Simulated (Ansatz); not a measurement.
# Ge2W: from the start to rest

The start is Ge2W, a database structure at a slightly changed volume. Where does it settle when we relax the atoms in a fixed cell, and what is it like there?

Program: Ansatz 0.2.0. Level of theory: DFT, r2SCAN, no spin polarisation, plane waves, PAW. These are calculated values, not measurements.

### Step 1. The system as given

It takes space group I4/mmm (No. 139, tetragonal). Conventional cell: a = 3.330 Å, b = 3.330 Å, c = 8.217 Å, α = 90.00°, β = 90.00°, γ = 90.00°. Around Ge (site symmetry 4mm) lie 5 Ge at 2.72 to 2.74 Å and 5 W at 2.72 to 2.74 Å. W (site symmetry 4/mmm) has 10 Ge at 2.72 to 2.74 Å as nearest neighbours.

In its conventional cell, by symmetry (the run takes the cell typed in the input):

```cif
data_structure
_symmetry_space_group_name_H-M 'I4/mmm'
_symmetry_Int_Tables_number 139
_cell_length_a 3.3301
_cell_length_b 3.3301
_cell_length_c 8.2169
_cell_angle_alpha 90.000
_cell_angle_beta 90.000
_cell_angle_gamma 90.000
_cell_volume 91.12
loop_
_atom_site_label
_atom_site_type_symbol
_atom_site_symmetry_multiplicity
_atom_site_Wyckoff_symbol
_atom_site_fract_x
_atom_site_fract_y
_atom_site_fract_z
_atom_site_occupancy
Ge1 Ge 4 e 0.00000 0.00000 0.33330 1
W1 W 2 a 0.00000 0.00000 0.00000 1
```

The first density is read from a saved solution for the starting cell.

### Step 2. Relaxing

input.yaml

```yaml
crystal:
  lattice:
    - [-1.6650409, 1.6650409, 4.10843828]
    - [1.6650409, -1.6650409, 4.10843828]
    - [1.6650409, 1.6650409, -4.10843828]
  atoms:
    - { symbol: Ge, position: [0.3333, 0.3333, 0.0] }
    - { symbol: Ge, position: [0.6667, 0.6667, 0.0] }
    - { symbol: W, position: [0.0, 0.0, 0.0] }
  symmetry: { tolerance: 0.0003 }
kpoints:
  mp_grid: { grid: [9, 9, 9], shift: [0, 0, 0] }
magnetization:
  spin_polarized: false
scf:
  occupations: { method: fermi_dirac }
  lower_state_search: "off"
hamiltonian:
  pseudopotentials: { kind: paw }
  xc: r2scan
basis:
  ecutwfc: 500
  fft_grid_basis: typed
relax:
  max_steps: 80
output:
  forces: true
  stress: true
  eigenvalues: true
  bader: true
  populations: true
  elf: true
  write_potential: true
  volumetric_format: npy
  dos:
    e_range: [-12, 8]
    de: 0.05
    projected: { site_lists: { Ge: [Ge], W: [W] } }
  write_density: true
checkpoint:
  read: saved_state
```

Launch:

```
ansatz run input.yaml --threads 2 --pin off --max-ram 3584MiB --backend cpu --events-out ev --progress --plain --runs-dir out
```

What does the calculation give? Wanted: moves; energy gained; largest move; pressure left in the fixed cell; character; Bader charges.

As calculated:

| quantity | value |
| --- | --- |
| moves | 2 |
| energy gained | 8.6 meV/atom |
| largest move | 0.04 Å (Ge) |
| space group (0.01 Å), before / after | I4/mmm / I4/mmm |
| pressure left in the fixed cell | -1.5 GPa |
| character | metal |
| density of states, mean within 0.25 eV of the Fermi level | 0.46 per eV per cell |
| Bader charges | Ge -0.19, W +0.37 e |

What this shows: In the fixed cell the largest move of an atom is 0.04 Å; the energy fell by 8.6 meV per atom. With 16 symmetry operations imposed, the end may be a saddle point towards distortions that break them. Bands cross the Fermi level: a metal; within 0.25 eV of the Fermi level the density of states averages 0.46 per eV per cell, mostly W d (66 %) and Ge p (22 %). W loses most charge (+0.37 e on average) and Ge gains most (-0.19 e), against the order of Pauling's electronegativities.

Limits of this run: the SCF threshold is loose for a stress.
